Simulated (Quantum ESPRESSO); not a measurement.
Set up this calculation in Quantum ESPRESSO 7.5, as the native input.

* Task: single point
* Functional: PBEsol
* Potentials or basis: GBRV 1.5 PBEsol
* Cutoff: 762 eV
* Density cutoff: 6095 eV
* k mesh: 11 × 11 × 11
* Occupations: fermi-dirac, width 0.05 eV
* Spin: no spin polarisation
* Hubbard terms: Ta d U = 2 eV
* Hubbard projectors: ortho-atomic
* Mixing beta: 0.3
* Most SCF iterations: 120
* SCF threshold: 8e-10 Ry

Crystal: TaAs.

```
Ta As
1.0
    -1.72181    1.72181    5.86794
     1.72181   -1.72181    5.86794
     1.72181    1.72181   -5.86794
Ta As
2 2
Direct
  0.49997 0.49997 0.00000
  0.24997 0.74997 0.50000
  0.08263 0.08263 0.00000
  0.83263 0.33263 0.50000
```

The cell is a database's computed one.

The input as run:

pw.in

```
&CONTROL
  calculation = 'scf'
  prefix = 'pwscf'
  outdir = './tmp'
  pseudo_dir = './pseudo'
  tprnfor = .true.
  tstress = .true.
  disk_io = 'nowf'
/
&SYSTEM
  ibrav = 0
  A = 6.35311108
  nat = 4
  ntyp = 2
  ecutwfc = 56
  ecutrho = 448
  nbnd = 29
  occupations = 'smearing'
  smearing = 'fd'
  degauss = 0.00367493
/
&ELECTRONS
  conv_thr = 8d-10
  electron_maxstep = 120
  mixing_beta = 0.3
/
ATOMIC_SPECIES
Ta   180.9479 ta_pbesol_v1.uspp.F.UPF
As    74.9216 as_pbesol_v1.uspp.F.UPF
CELL_PARAMETERS alat
  -0.2710189292    0.2710189292    0.9236327623
   0.2710189292   -0.2710189292    0.9236327623
   0.2710189292    0.2710189292   -0.9236327623
ATOMIC_POSITIONS alat
Ta     0.0000000000    0.0000000000    0.9235723567
Ta     0.2710189292    0.0000000000    0.4617559756
As     0.0000000000    0.0000000000    0.1526434665
As     0.0000000000    0.2710189292    0.6144598477
K_POINTS automatic
11 11 11 0 0 0
HUBBARD {ortho-atomic}
U Ta-5d 2.0
```

Potentials or basis: GBRV 1.5 PBEsol.

The run is started by

```bash
$ OMP_NUM_THREADS=1 mpirun -n 2 pw.x -nk 2 -in pw.in > pw.out
```

Results of the run:

| Property | Result |
| --- | --- |
| Pressure | -2.0 GPa |
| Largest force | 0.022 eV/Å |
| Band gap on the k mesh | none (metal or under the smearing width) |

Caveat: U without spin polarisation on a metal has little footing; the U is typed as a test and isn't derived for this compound.

Wall time 5.2 min on 2 MPI ranks on Intel(R) Xeon(R) Platinum 8259CL CPU @ 2.50GHz (Skylake/Cascade Lake) (shared host), peak memory 0.94 GiB a rank.
